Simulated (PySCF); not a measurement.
# Pb(NCS)2: forces at shaken geometries

Aim: move all atoms of relaxed Pb(NCS)2 at random and read energies and forces. It is a constructed species; whether it can be made isn't addressed.

Program: PySCF 2.14.0. Level of theory: PBE0, Pb def2-SVP with ECP60, N def2-SVP, C def2-SVP, S def2-SVP; scalar-relativistic core potentials, no spin–orbit coupling. These are calculated values, not measurements.

3 further runs of the same task are left out: 2 for a known fault of the program, 1 that didn't finish.

## 1. Where the work starts

7 atoms, charge 0, spin multiplicity 1.

Bond lengths: Pb1–N2 2.189 Å, Pb1–N5 2.189 Å, N2–C3 1.199 Å, C3–S4 1.584 Å, N5–C6 1.199 Å, C6–S7 1.584 Å. Angles: N2–Pb1–N5 93.6°, Pb1–N2–C3 153.7°, N2–C3–S4 178.6°, Pb1–N5–C6 153.7°, N5–C6–S7 178.6°.

Coordinates:

```xyz
7
charge 0, multiplicity 1
Pb    0.0183    1.4738    0.0000
N    -0.0003   -0.0242    1.5956
C    -0.0046   -0.3719    2.7435
S    -0.0108   -0.8669    4.2485
N    -0.0003   -0.0242   -1.5956
C    -0.0046   -0.3719   -2.7435
S    -0.0108   -0.8669   -4.2485
```

Formal oxidation states: Pb +2. An earlier session relaxed this geometry at PBE0, Pb def2-SVP with ECP60, N def2-SVP, C def2-SVP, S def2-SVP (singlet, point group C2v).

Its energy there is -1174.127575 Eh.

## 2. Atoms moved at random, σ = 0.03 Å

run.py (the lines that set the calculation)

```python
mol = gto.M(atom='''
Pb     0.02145     1.40854    -0.01282
N      0.03232    -0.01595     1.54657
C     -0.00901    -0.35313     2.76271
S      0.01786    -0.78568     4.23724
N     -0.06090    -0.03932    -1.60009
C      0.00472    -0.37152    -2.70066
S     -0.01954    -0.89530    -4.23296''',
    basis={'Pb': 'def2-SVP', 'N': 'def2-SVP', 'C': 'def2-SVP', 'S': 'def2-SVP'},
    ecp={'Pb': 'def2-SVP'},
    charge=0, spin=0)
mf = dft.RKS(mol, xc='PBE0')
mf.grids.atom_grid = (50, 194)
mf = mf.density_fit()  # fitting sets: Pb def2-universal-JKFIT, N def2-universal-JKFIT, C def2-universal-JKFIT, S def2-universal-JKFIT
mf.conv_tol = 1e-08; mf.max_cycle = 55
mf.kernel(dm0)  # dm0: the density of the relaxed state
```

Launch:

```
> OMP_NUM_THREADS=2 python run.py
```

Output:

```text
init E= -1174.13853571545
  HOMO = -0.253309639244161  LUMO = -0.128919433076781  gap/eV = 3.38483
cycle= 1 E= -1174.09757108322  delta_E= 0.041  |g|= 0.228  |ddm|= 0.436
  HOMO = -0.240968279511448  LUMO = -0.120334750601465  gap/eV = 3.28261
cycle= 2 E= -1174.02434076845  delta_E= 0.0732  |g|= 0.568  |ddm|= 0.755
  HOMO = -0.247716712751993  LUMO = -0.125103369077735  gap/eV = 3.33648
cycle= 3 E= -1174.11197860829  delta_E= -0.0876  |g|= 0.0454  |ddm|= 0.525
  HOMO = -0.248099803879492  LUMO = -0.124914096528968  gap/eV = 3.35205
cycle= 4 E= -1174.11238002219  delta_E= -0.000401  |g|= 0.0187  |ddm|= 0.0489
  HOMO = -0.248091796942103  LUMO = -0.125765683219399  gap/eV = 3.32866
cycle= 5 E= -1174.11244792459  delta_E= -6.79e-05  |g|= 0.00796  |ddm|= 0.0219
  HOMO = -0.248131558388887  LUMO = -0.125422187506118  gap/eV = 3.33909
cycle= 6 E= -1174.11246449  delta_E= -1.66e-05  |g|= 0.00237  |ddm|= 0.0102
  HOMO = -0.248095844547261  LUMO = -0.125442212159243  gap/eV = 3.33758
cycle= 7 E= -1174.11246614254  delta_E= -1.65e-06  |g|= 0.000349  |ddm|= 0.00288
  HOMO = -0.248103285182123  LUMO = -0.125461668506944  gap/eV = 3.33725
cycle= 8 E= -1174.11246618087  delta_E= -3.83e-08  |g|= 0.000107  |ddm|= 0.00066
  HOMO = -0.248102427082157  LUMO = -0.12545188813062  gap/eV = 3.33749
cycle= 9 E= -1174.11246618501  delta_E= -4.14e-09  |g|= 2.44e-05  |ddm|= 0.000202
  HOMO = -0.248097659205921  LUMO = -0.12545549490558  gap/eV = 3.33726
Extra cycle  E= -1174.11246618482  delta_E= 1.9e-10  |g|= 3.76e-05  |ddm|= 7.16e-05
converged SCF energy = -1174.11246618482
```

Run time: 5.6 s. Hardware: 2 threads of Arm Neoverse V1, shared host.

Read off: E = -1174.112466 Eh (+0.411 eV from the relaxed state), HOMO -6.75 eV, LUMO -3.41 eV, Mulliken charge on Pb1 +0.91 e, largest force component 6.335 eV/Å. 

| atom | Fx | Fy | Fz (eV/Å) |
| --- | --- | --- | --- |
| Pb1 | 0.021 | 1.267 | -0.064 |
| N2 | -0.306 | -2.024 | 5.132 |
| C3 | 0.396 | 1.904 | -6.335 |
| S4 | -0.090 | -0.576 | 1.839 |
| N5 | -0.060 | 1.089 | 4.474 |
| C6 | -0.148 | -2.085 | -6.123 |
| S7 | 0.188 | 0.426 | 1.076 |

## 3. Atoms moved at random, σ = 0.06 Å

run.py (the lines that set the calculation)

```python
mol = gto.M(atom='''
Pb     0.07636     1.52119    -0.06518
N     -0.10700    -0.00672     1.56406
C      0.01787    -0.39935     2.81986
S      0.03766    -0.87566     4.20431
N     -0.00179    -0.05248    -1.60111
C     -0.00536    -0.38842    -2.76401
S     -0.03083    -0.85091    -4.15793''',
    basis={'Pb': 'def2-SVP', 'N': 'def2-SVP', 'C': 'def2-SVP', 'S': 'def2-SVP'},
    ecp={'Pb': 'def2-SVP'},
    charge=0, spin=0)
mf = dft.RKS(mol, xc='PBE0')
mf.grids.atom_grid = (50, 194)
mf = mf.density_fit()  # fitting sets: Pb def2-universal-JKFIT, N def2-universal-JKFIT, C def2-universal-JKFIT, S def2-universal-JKFIT
mf.conv_tol = 1e-08; mf.max_cycle = 55
mf.kernel(dm0)  # dm0: the density of the relaxed state
```

Launch:

```
> OMP_NUM_THREADS=2 python run.py
```

Output:

```text
init E= -1174.14167403214
  HOMO = -0.251566052686922  LUMO = -0.1427169979195  gap/eV = 2.96193
cycle= 1 E= -1173.99706855861  delta_E= 0.145  |g|= 0.525  |ddm|= 0.782
  HOMO = -0.162713664160764  LUMO = -0.0794331656238896  gap/eV = 2.26618
cycle= 2 E= -1173.40357567395  delta_E= 0.593  |g|= 1.54  |ddm|= 1.95
  HOMO = -0.247895925905037  LUMO = -0.112602967244634  gap/eV = 3.68151
cycle= 3 E= -1174.07056557612  delta_E= -0.667  |g|= 0.173  |ddm|= 1.42
  HOMO = -0.25049267888833  LUMO = -0.117433329853029  gap/eV = 3.62073
cycle= 4 E= -1174.07735257798  delta_E= -0.00679  |g|= 0.0653  |ddm|= 0.211
  HOMO = -0.249888882236016  LUMO = -0.118323356356129  gap/eV = 3.58008
cycle= 5 E= -1174.07840703638  delta_E= -0.00105  |g|= 0.0148  |ddm|= 0.076
  HOMO = -0.251212974496603  LUMO = -0.117466667570156  gap/eV = 3.63942
cycle= 6 E= -1174.07847749533  delta_E= -7.05e-05  |g|= 0.0042  |ddm|= 0.0258
  HOMO = -0.251167994626618  LUMO = -0.117727121662888  gap/eV = 3.63111
cycle= 7 E= -1174.0784813073  delta_E= -3.81e-06  |g|= 0.00282  |ddm|= 0.00735
  HOMO = -0.251113562255726  LUMO = -0.117722122836085  gap/eV = 3.62977
cycle= 8 E= -1174.0784832615  delta_E= -1.95e-06  |g|= 0.000351  |ddm|= 0.00248
  HOMO = -0.251123093163615  LUMO = -0.11767974293798  gap/eV = 3.63118
cycle= 9 E= -1174.07848329879  delta_E= -3.73e-08  |g|= 0.000134  |ddm|= 0.000708
  HOMO = -0.251119658547062  LUMO = -0.117689188674284  gap/eV = 3.63083
cycle= 10 E= -1174.07848330535  delta_E= -6.56e-09  |g|= 2.94e-05  |ddm|= 0.000244
  HOMO = -0.251120169448426  LUMO = -0.117692450775024  gap/eV = 3.63075
Extra cycle  E= -1174.0784833052  delta_E= 1.49e-10  |g|= 3.91e-05  |ddm|= 0.0001
converged SCF energy = -1174.0784833052
```

Wall time 5.1 s (2 threads of Arm Neoverse V1, shared host).

It gives: E = -1174.078483 Eh (+1.336 eV from the relaxed state), HOMO -6.83 eV, LUMO -3.20 eV, Mulliken charge on Pb1 +0.88 e, largest force component 13.854 eV/Å. 

| atom | Fx | Fy | Fz (eV/Å) |
| --- | --- | --- | --- |
| Pb1 | -0.050 | -0.879 | 0.531 |
| N2 | 0.934 | -1.819 | 6.499 |
| C3 | -1.166 | 4.808 | -13.854 |
| S4 | 0.280 | -2.362 | 6.699 |
| N5 | 0.046 | 0.191 | -0.131 |
| C6 | 0.044 | 2.373 | 7.284 |
| S7 | -0.089 | -2.313 | -7.028 |

## 4. Atoms moved at random, σ = 0.03 Å

run.py (the lines that set the calculation)

```python
mol = gto.M(atom='''
Pb    -0.00007     1.51790    -0.06213
N     -0.02370    -0.02807     1.59745
C     -0.00402    -0.35517     2.77996
S     -0.01013    -0.84820     4.25702
N      0.03051    -0.03953    -1.55470
C      0.00475    -0.42479    -2.73324
S     -0.01045    -0.87451    -4.28436''',
    basis={'Pb': 'def2-SVP', 'N': 'def2-SVP', 'C': 'def2-SVP', 'S': 'def2-SVP'},
    ecp={'Pb': 'def2-SVP'},
    charge=0, spin=0)
mf = dft.RKS(mol, xc='PBE0')
mf.grids.atom_grid = (50, 194)
mf = mf.density_fit()  # fitting sets: Pb def2-universal-JKFIT, N def2-universal-JKFIT, C def2-universal-JKFIT, S def2-universal-JKFIT
mf.conv_tol = 1e-08; mf.max_cycle = 55
mf.kernel(dm0)  # dm0: the density of the relaxed state
```

Launch:

```
> OMP_NUM_THREADS=2 python run.py
```

Output:

```text
init E= -1174.06062954421
  HOMO = -0.270585668489859  LUMO = -0.153509255346627  gap/eV = 3.18581
cycle= 1 E= -1174.11106392125  delta_E= -0.0504  |g|= 0.167  |ddm|= 0.314
  HOMO = -0.244858870647583  LUMO = -0.118737592153678  gap/eV = 3.43193
cycle= 2 E= -1174.06496194519  delta_E= 0.0461  |g|= 0.437  |ddm|= 0.607
  HOMO = -0.252341190661133  LUMO = -0.130802480888832  gap/eV = 3.30724
cycle= 3 E= -1174.11932657948  delta_E= -0.0544  |g|= 0.0443  |ddm|= 0.421
  HOMO = -0.251924080145577  LUMO = -0.130805726832634  gap/eV = 3.29580
cycle= 4 E= -1174.1198025365  delta_E= -0.000476  |g|= 0.0103  |ddm|= 0.0424
  HOMO = -0.252031656455481  LUMO = -0.131171760168669  gap/eV = 3.28877
cycle= 5 E= -1174.11982581184  delta_E= -2.33e-05  |g|= 0.00255  |ddm|= 0.0112
  HOMO = -0.252216228658369  LUMO = -0.131330269620939  gap/eV = 3.28947
cycle= 6 E= -1174.1198277927  delta_E= -1.98e-06  |g|= 0.00083  |ddm|= 0.0045
  HOMO = -0.252207682457261  LUMO = -0.131288046074268  gap/eV = 3.29039
cycle= 7 E= -1174.11982795851  delta_E= -1.66e-07  |g|= 0.000437  |ddm|= 0.00144
  HOMO = -0.252188258536578  LUMO = -0.131278772027834  gap/eV = 3.29011
cycle= 8 E= -1174.11982801165  delta_E= -5.31e-08  |g|= 0.000152  |ddm|= 0.000545
  HOMO = -0.252185365889473  LUMO = -0.131280683691671  gap/eV = 3.28998
cycle= 9 E= -1174.11982801635  delta_E= -4.7e-09  |g|= 6.45e-05  |ddm|= 0.000172
  HOMO = -0.252191452877935  LUMO = -0.131285158045621  gap/eV = 3.29003
Extra cycle  E= -1174.11982801215  delta_E= 4.2e-09  |g|= 0.000145  |ddm|= 0.000189
converged SCF energy = -1174.11982801215
```

It took 5 s on 2 threads of Arm Neoverse V1, shared host.

Read off: E = -1174.119828 Eh (+0.211 eV from the relaxed state), HOMO -6.86 eV, LUMO -3.57 eV, Mulliken charge on Pb1 +0.93 e, largest force component 3.689 eV/Å. 

| atom | Fx | Fy | Fz (eV/Å) |
| --- | --- | --- | --- |
| Pb1 | -0.013 | -0.453 | 0.931 |
| N2 | 0.108 | 0.001 | 1.712 |
| C3 | -0.141 | 1.024 | -3.590 |
| S4 | 0.042 | -0.371 | 1.250 |
| N5 | -0.104 | -1.512 | -3.689 |
| C6 | 0.114 | 1.004 | 1.815 |
| S7 | -0.006 | 0.307 | 1.572 |

## 5. The displacements side by side

| σ (Å) | energy rise (eV) | harmonic estimate −½ F·u (eV) | largest force component (eV/Å) |
| --- | --- | --- | --- |
| 0.03 | 0.411 | 0.406 | 6.34 |
| 0.06 | 1.336 | 1.379 | 13.85 |
| 0.03 | 0.211 | 0.205 | 3.69 |

Every displacement raises the energy. For a harmonic well the rise equals −½ F·u; the two differ by at most 3 % here (a move with σ = 0.06 Å), from anharmonicity, the grid and the small forces left at the relaxed point. The bases are small and lack diffuse functions. Spin–orbit coupling is left out.
